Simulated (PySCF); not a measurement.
**SnHCl3O (SMILES [OH][Sn]([Cl])([Cl])[Cl]): levels of theory compared**

Aim: a comparison of 3 runs (HF/STO-3G, PBE0/def2-SVP, MP2/def2-SVPD) of SnHCl3O. The job is set up through a Python script.

The calculation is run with PySCF 2.14.0.

**1. The system as given**

The species is SnHCl3O (6 atoms), meant as a singlet with charge 0. SMILES: `[OH][Sn]([Cl])([Cl])[Cl]`. The shape is that of a PBE0-D4/def2-TZVP optimisation.

Bond lengths: O1–Sn2 1.932 Å, Sn2–Cl3 2.281 Å, Sn2–Cl4 2.296 Å, Sn2–Cl5 2.296 Å, O1–H6 0.962 Å. Angles: O1–Sn2–Cl3 106.3°, O1–Sn2–Cl4 110.7°, O1–Sn2–Cl5 110.6°, Cl3–Sn2–Cl4 110.5°, Cl3–Sn2–Cl5 110.6°, Cl4–Sn2–Cl5 108.2°, Sn2–O1–H6 113.2°.

**2. Energy and gradient at HF/STO-3G (run 1)**

File start.xyz:

```xyz
6
Cl3HOSn
O     -0.674300     0.477500     1.363600
Sn     0.251900    -0.201000    -0.189900
Cl     1.931200    -1.529700     0.595300
Cl    -1.175400    -1.411300    -1.519500
Cl     1.105000     1.525900    -1.439200
H     -1.396100     1.074500     1.143600
```

File job.py:

```python
from pyscf import gto

mol = gto.M(
    atom='start.xyz',
    verbose=3,
    basis='sto-3g',
    spin=0,
    charge=0,
    max_memory=1860,
)

mf = mol.RHF()
mf.conv_tol = 1e-10
mf.kernel()
if not mf.converged:
    mf = mf.newton().run(mf.mo_coeff, mf.mo_occ)

e_final = mf.e_tot
print('E = %.10f Eh' % e_final)
grad = mf.nuc_grad_method().kernel()
mf.analyze()
```

Run with:

```bash
$ OMP_NUM_THREADS=1 python job.py
```

Standard output:

```text
converged SCF energy = -7401.699169718
[... 20 lines left out ...]
MO #10  energy= -26.7611844964954  occ= 2
[... 9 lines left out ...]
MO #20  energy= -10.3575515025053  occ= 2
[... 9 lines left out ...]
MO #30  energy= -7.79573389114964  occ= 2
[... 9 lines left out ...]
MO #40  energy= -1.05823139408143  occ= 2
[... 9 lines left out ...]
MO #50  energy= -0.421778578238881 occ= 2
[... 9 lines left out ...]
MO #60  energy= 0.662783345397238  occ= 0
[... 7 lines left out ...]
Dipole moment(X, Y, Z, Debye): -1.68814,  1.32445,  1.02957
```

Wall time 7.5 s (1 thread of Intel Xeon at 2.70GHz, shared host); peak memory 0.13 GiB.

**3. Energy and forces at PBE0/def2-SVP (core potential) (run 2)**

File mol.xyz:

```xyz
6
Cl3HOSn
O     -0.674300     0.477500     1.363600
Sn     0.251900    -0.201000    -0.189900
Cl     1.931200    -1.529700     0.595300
Cl    -1.175400    -1.411300    -1.519500
Cl     1.105000     1.525900    -1.439200
H     -1.396100     1.074500     1.143600
```

File run.py:

```python
from pyscf import gto, dft

mol = gto.M(
    atom='mol.xyz',
    max_memory=1860,
    verbose=4,
    spin=0,
    basis='def2-svp',
    ecp={'Sn': 'def2-svp'},
)

mf = dft.RKS(mol)
mf.xc = 'pbe0'
mf.conv_tol = 1e-10
mf.grids.level = 5
mf.kernel()
if not mf.converged:
    mf = mf.newton().run(mf.mo_coeff, mf.mo_occ)

e_tot = mf.e_tot
print('Final energy', e_tot)
grad = mf.nuc_grad_method().kernel()
dip = mf.dip_moment()
pop, q = mf.mulliken_pop()
```

Run with:

```bash
$ OMP_NUM_THREADS=1 python run.py
```

Standard output:

```text
PySCF version 2.14.0

[... 77 lines left out ...]
converged SCF energy = -1669.84338331682
Final energy -1669.8433833168235
[... 13 lines left out ...]
Dipole moment(X, Y, Z, Debye): -1.19847,  0.97827, -0.05599
[... 106 lines left out ...]
charge of    5H =      0.21029
```

It took 41 s on 1 thread of Intel Xeon at 2.70GHz, shared host; peak memory 0.98 GiB.

**4. Energy and forces at MP2/def2-SVPD (core potential) (run 3)**

File job.py:

```python
from pyscf import gto, scf, mp

mol = gto.M(
    atom='''
O       -0.674300       0.477500       1.363600
Sn       0.251900      -0.201000      -0.189900
Cl       1.931200      -1.529700       0.595300
Cl      -1.175400      -1.411300      -1.519500
Cl       1.105000       1.525900      -1.439200
H       -1.396100       1.074500       1.143600
''',
    verbose=4,
    basis='def2-svpd',
    max_memory=1860,
    ecp={'Sn': 'def2-svp'},
    spin=0,
)

calc0 = scf.RHF(mol)
calc0.conv_tol = 1e-10
calc0.kernel()
if not calc0.converged:
    calc0 = calc0.newton().run(calc0.mo_coeff, calc0.mo_occ)

pt = mp.MP2(calc0, frozen=20).run()
e_tot = pt.e_tot
print('E = %.10f Eh' % e_tot)
grad = pt.nuc_grad_method().kernel()
calc0.analyze()
```

Run with:

```bash
$ OMP_NUM_THREADS=1 python job.py
```

Standard output:

```text
PySCF version 2.14.0

[... 103 lines left out ...]
MO #14  energy= -8.06153027312859  occ= 2
[... 25 lines left out ...]
MO #40  energy= -0.485798914824477 occ= 2
[... 25 lines left out ...]
MO #66  energy= 0.281316277472971  occ= 0
[... 25 lines left out ...]
MO #92  energy= 0.680811305729914  occ= 0
[... 25 lines left out ...]
MO #118 energy= 1.31091461182432   occ= 0
[... 25 lines left out ...]
MO #144 energy= 52.8173686731555   occ= 0
[... 153 lines left out ...]
Dipole moment(X, Y, Z, Debye): -1.09014,  0.89930, -0.22298
```

It took 91 s on 1 thread of Intel Xeon at 2.70GHz, shared host; peak memory 2 GiB.

**5. Overview of the runs**

```csv
run,level,core potential,integration grid,energy (Eh),dipole moment (D) of the reference,HOMO energy (eV),LUMO energy (eV),wall time
1,HF/STO-3G,–,–,-7401.699170,2.38,-10.66,5.17,7.5 s
2,PBE0/def2-SVP (core potential),def2-svp,5,-1669.843383,1.55,-9.44,-2.65,41 s
3,MP2/def2-SVPD (core potential),def2-svp,–,-1667.718610,1.43,-13.12,0.49,91 s
```

**6. Outcome**

| quantity | value |
| --- | --- |
| run 3: total energy | -1667.71861 Eh |
| run 3: dipole moment (Hartree–Fock density) | 1.43 D |
| run 3: HOMO energy (Hartree–Fock orbitals) | -13.12 eV |
| run 3: LUMO energy (Hartree–Fock orbitals) | 0.49 eV |
| run 3: HOMO–LUMO gap (Hartree–Fock orbitals) | 13.61 eV |
| run 3: correlation energy (20 core orbitals frozen) | -745.1 mEh |
| run 3: largest force on an atom | 0.798 eV/Å |

What this shows: Some runs of one species differ in core potentials or relativity; totals across that change don't compare. In run 1 the basis is minimal, so the values are rough. In run 1 relativity is left out where basis or elements ask for it. All runs together took 2.3 min, the longest 91 s.
